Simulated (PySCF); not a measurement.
**From one method to the next for LiCd⁻**

Aim: see what other levels and later steps give for LiCd⁻.

Method: method and basis as typed in the scripts; program: PySCF 2.14.0.

5 further runs of the same task are left out: 1 for a known fault of the program, 4 that didn't finish.

### 1 Where the work starts

LiCd⁻: 2 atoms, charge -1, spin multiplicity 1.

No contacts short enough for the rule that draws bonds.

### 2 The run that the others are compared with

The input, input.py:

```python
from pyscf import gto, scf, mp

mol = gto.M(
    atom='Li 0 0 0; Cd 0 0 2.924',
    basis='def2-svpd',
    ecp={'Cd': 'def2-svpd'},
    charge=-1,
    spin=0,
    symmetry=True,
    verbose=4,
)
mf = scf.RHF(mol)
mf.kernel()
mp.MP2(mf).kernel()
mf.dip_moment()
print('orbital energies (hartree):', mf.mo_energy[..., max(0, mol.nelec[1]-3):mol.nelec[0]+3].round(4))
```

On the command line:

```bash
$ OMP_NUM_THREADS=1 python input.py
```

The log of this run is left out.

It gives: E(SCF) = -174.253772 Eh, 12 cycles, E(MP2) − E(SCF) = -0.40009 Eh.

The bond length is a typed value, not an optimised one. The dipole of an ion depends on the origin.

### 3 Lc_wpbe (RKS)

Variant 1 changes functional: none (Hartree–Fock) → lc_wpbe; SCF type: RHF → RKS; step after the SCF: mp2 → analyze.

The input, input.py:

```python
from pyscf import gto, dft

mol = gto.M(
    atom='Li 0 0 0; Cd 0 0 2.924',
    basis='def2-svpd',
    ecp={'Cd': 'def2-svpd'},
    charge=-1,
    spin=0,
    symmetry=True,
    verbose=4,
)
mf = dft.RKS(mol, xc='lc_wpbe')
mf.kernel()
mf.mulliken_pop()
mf.dip_moment()
print('orbital energies (hartree):', mf.mo_energy[..., max(0, mol.nelec[1]-3):mol.nelec[0]+3].round(4))
```

On the command line:

```bash
$ OMP_NUM_THREADS=1 python input.py
```

### 4 Frozen orbitals 1

Variant 2 changes frozen orbitals: none → 1.

Edit input.py of step 2 so:

```diff
@@ -13,3 +13,3 @@
 mf.kernel()
-mp.MP2(mf).kernel()
+mp.MP2(mf, frozen=1).kernel()
 mf.dip_moment()
```

### 5 NEVPT2

Variant 3 changes step after the SCF: mp2 → nevpt2; active space: none → 2 electrons in 4 orbitals.

Edit input.py of step 2 so:

```diff
@@ -1,2 +1,2 @@
-from pyscf import gto, scf, mp
+from pyscf import gto, scf, mcscf, mrpt
 
@@ -13,3 +13,6 @@
 mf.kernel()
-mp.MP2(mf).kernel()
+mc = mcscf.CASSCF(mf, 4, 2)
+mc.kernel()
+mc.analyze()
+mrpt.NEVPT(mc).kernel()
 mf.dip_moment()
```

### 6 ROHF

Variant 4 changes SCF type: RHF → ROHF.

Edit input.py of step 2 so:

```diff
@@ -11,3 +11,3 @@
 )
-mf = scf.RHF(mol)
+mf = scf.ROHF(mol)
 mf.kernel()
```

### 7 Hse06 (RKS)

Variant 5 changes functional: none (Hartree–Fock) → hse06; SCF type: RHF → RKS; step after the SCF: mp2 → analyze.

Edit input.py of step 2 so:

```diff
@@ -1,2 +1,2 @@
-from pyscf import gto, scf, mp
+from pyscf import gto, dft
 
@@ -11,5 +11,5 @@
 )
-mf = scf.RHF(mol)
+mf = dft.RKS(mol, xc='hse06')
 mf.kernel()
-mp.MP2(mf).kernel()
+mf.mulliken_pop()
 mf.dip_moment()
```

Before running it: what results should come out? Wanted: for each run, E(SCF); from base; gap; after the SCF.

As calculated:

| run | E(SCF) (hartree) | from base (eV) | cycles | gap (eV) | after the SCF |
| --- | --- | --- | --- | --- | --- |
| base | -174.253772 | 0 | 12 | 4.02 | MP2 correlation -10.887 eV |
| lc_wpbe (RKS) | -175.223491 | not comparable | 14 | 4.22 | n/a |
| frozen orbitals 1 | -174.253772 | 0.0000 | 12 | 4.02 | MP2 correlation -10.388 eV, core frozen |
| NEVPT2 | -174.253772 | 0.0000 | 12 | 4.02 | NEVPT2 correlation -11.209 eV (from the SCF energy, the CASSCF gain included) |
| ROHF | -174.253772 | 0.0000 | 12 | n/a | MP2 correlation -10.887 eV |
| hse06 (RKS) | -175.217410 | not comparable | 13 | 0.96 | n/a |

**Reading.** The highest filled level of this anion is positive: the basis lacks diffuse functions or the electron is not bound, so these numbers hang on the basis. The SCF energy stays the same, to the digits that matter, with ROHF. A lower total energy from another functional means nothing by itself. The dearest run is “hse06 (RKS)”, at 4 s against 1.1 s.
